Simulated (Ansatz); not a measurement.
# Ni: the cost of one run

Program: Ansatz 0.2.0. Level of theory: DFT PBE, PAW, plane waves, scalar-relativistic. These are calculated values, not measurements.

The COD entry's cell or inner coordinates are ideal or old and differ from later refinements, so a difference from it is no clean test against experiment.

**1. The starting structure**

It takes space group Fm-3m (No. 225, cubic). Conventional cell: a = 3.517 Å, b = 3.517 Å, c = 3.517 Å, α = 90.00°, β = 90.00°, γ = 90.00°. Ni (site symmetry m-3m) is surrounded by 12 Ni at 2.49 Å.

As a file:

```
CELL_PARAMETERS angstrom
-1.75850 -3.51700 -1.75850
-1.75850 0.00000 -1.75850
1.75850 0.00000 -1.75850
ATOMIC_POSITIONS crystal
Ni 0.00000 0.00000 0.00000
Ni 0.50000 0.00000 0.50000
```

Labels such as Ni2 number the atoms in the order of the input file.

First come: parallel moments, plain SCF; opposed moments +-, plain SCF; no spin polarisation; spin on, no moments given (the program may seed its own), plain SCF. What is tried next depends on their ends.

A plain SCF has the search for lower states switched off and ends at the first converged state. 

The total moment includes the space between the atomic spheres.

**2. Parallel moments, plain SCF**

File input.yaml:

```yaml
crystal:
  lattice:
    - [-1.7585, -3.517, -1.7585]
    - [-1.7585, 0.0, -1.7585]
    - [1.7585, 0.0, -1.7585]
  atoms:
    - { symbol: Ni, position: [0.0, 0.0, 0.0], spin: 2.0 }
    - { symbol: Ni, position: [0.5, 0.0, 0.5], spin: 2.0 }
magnetization:
  spin_polarized: true
hamiltonian:
  xc: pbe
  pseudopotentials: { kind: paw }
basis:
  ecutwfc: 420
kpoints:
  mp_grid: { grid: [7, 11, 9] }
scf:
  occupations: { method: fermi_dirac, width: 0.1 }
  lower_state_search: "off"
output:
  forces: true
  stress: true
```

The run is started by

```sh
$ ansatz run input.yaml --threads 2 --pin off --max-ram 5120MiB --backend cpu --events-out ev --progress --plain --runs-dir out
```

What time and memory should one allow on 2 threads of Arm Neoverse V1, shared host?

About 8.7 s, with a peak of 0.4 GiB.
